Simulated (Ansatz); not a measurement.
# BFH2O2: the cost of one run

Method: RKS revPBE-D4/def2-SVP, in Ansatz 0.2.0.

### 1 The system as given

Bond lengths: B1–O2 1.410 Å, O2–H3 1.010 Å, B1–F4 1.320 Å, B1–O5 1.410 Å, O5–H6 1.010 Å. Angles: B1–O2–H3 109.5°, O2–B1–F4 120.0°, O2–B1–O5 120.0°, F4–B1–O5 120.0°, B1–O5–H6 109.5°.

As a file:

```xyz
6

B     0.0000    0.0000    0.0000
O     0.0000    0.0000    1.4100
H    -0.9095   -0.2814    1.7471
F     1.1431    0.0000   -0.6600
O    -1.2211    0.0000   -0.7050
H    -1.7308   -0.8467   -0.4965
```

### 2 Preparing the start

input.yaml reads:

```yaml
crystal:
  periodic: [false, false, false]
  atoms:
    - { symbol: B, position_ang: [0.0, 0.0, 0.0] }
    - { symbol: O, position_ang: [0.0, 0.0, 1.41] }
    - { symbol: H, position_ang: [-0.9095, -0.2814, 1.7471] }
    - { symbol: F, position_ang: [1.1431, 0.0, -0.66] }
    - { symbol: O, position_ang: [-1.2211, 0.0, -0.705] }
    - { symbol: H, position_ang: [-1.7308, -0.8467, -0.4965] }
basis:
  gaussian: { orbitals: def2-SVP }
hamiltonian:
  xc: revpbe
  dispersion: d4
relax:
  f_tol: 0.02
  max_steps: 40
```

The run is started by

```
$ ansatz run input.yaml --threads 2 --pin off --max-ram 3072MiB --backend cpu --events-out ev --progress --plain --runs-dir out
```

Q: Estimate wall time and peak memory on 2 threads of Intel Xeon 6975P-C (Granite Rapids), shared host.

About 3.4 s, with a peak of 0.15 GiB.
